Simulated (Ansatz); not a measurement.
Predict the output of the script below (Ansatz 0.2.0 through its Python package).

Script `md_ash5osi.py`:
```python
# -*- coding: utf-8 -*-
'''A short Born-Oppenheimer trajectory of AsH5OSi.'''

import ansatz as az
from ase import Atoms
import numpy as np

SETTINGS = {
    'basis_set': 'def2-SVP',
    'functional': 'b3lyp',
    'dispersion': 'd4',
    'n_steps': 20,
    'temperature_k': 300,
}

atoms = Atoms(['O', 'As', 'Si', 'H', 'H', 'H', 'H', 'H'], positions=[
    (-1.3278, 0.1353, -1.2525),
    (-0.5978, 1.1596, 0.0777),
    (0.5707, -0.673, 0.8233),
    (-1.7706, 0.8617, -1.8257),
    (0.584, 1.6102, -0.864),
    (1.6482, -0.2108, 1.7683),
    (1.2534, -1.3557, -0.3023),
    (-0.2681, -1.5844, 1.5194),
])
mol = az.Crystal.molecule_from_ase(atoms)

job = (
    mol.calculation()
    .basis(gaussian=SETTINGS['basis_set'])
    .functional(SETTINGS['functional'], dispersion=SETTINGS['dispersion'])
    .accuracy('medium')
    .md('nve', timestep=0.5, steps=SETTINGS['n_steps'], temperature=SETTINGS['temperature_k'], initial_velocities='maxwell_boltzmann', seed=58)
)
frames = []
job.session().plan().execute(on_event=lambda e: frames.append(e['data']) if e['event'] == 'md_step' else None)
print('t (fs)   E_pot (eV)      E_kin (eV)   T (K)   d(0-1) (A)')
for f in frames[::2]:
    xyz = np.array(f['positions_ang'])
    print(f'{f["time_fs"]:6.2f} {f["lagrangian_ev"]:14.5f} {f["e_kin_ev"]:10.5f} {f["temperature_k"]:8.1f} {np.linalg.norm(xyz[0] - xyz[1]):9.4f}')
kept = np.array([f['conserved_ev'] for f in frames])
print(f'conserved energy moves by at most {1000 * np.ptp(kept):.3f} meV')
```

Output of `python md_ash5osi.py`:
```text
t (fs)   E_pot (eV)      E_kin (eV)   T (K)   d(0-1) (A)
  0.00   -70837.31853    0.23267    300.0    1.8307
  1.00   -70837.39808    0.30995    399.7    1.8294
  2.00   -70837.38853    0.30041    387.3    1.8282
  3.00   -70837.31556    0.23102    297.9    1.8268
  4.00   -70837.35503    0.26869    346.4    1.8251
  5.00   -70837.42251    0.33371    430.3    1.8232
  6.00   -70837.37516    0.28806    371.4    1.8214
  7.00   -70837.28616    0.20093    259.1    1.8199
  8.00   -70837.26467    0.17978    231.8    1.8189
  9.00   -70837.33145    0.24523    316.2    1.8186
 10.00   -70837.40578    0.31740    409.3    1.8189
conserved energy moves by at most 4.261 meV
```

What to keep in mind:
- The settings weren't tested for convergence.
- The trajectory is only some femtoseconds long, so its temperature is not equilibrated; where the script doesn't relax first, it starts from a rough generated geometry.
- b3lyp holds the VWN-RPA fit, as in Gaussian; the form of ORCA and Turbomole is b3lyp5.
- The temperature counts the internal degrees of freedom alone.
- Run time: 68 s on 1 thread of Arm Neoverse V1 (shared host), peak memory 0.26 GiB.

(A comment or docstring line of the script was reworded after the run, the code is as it ran; lines on the test bed's own set-up are left out of the output.)
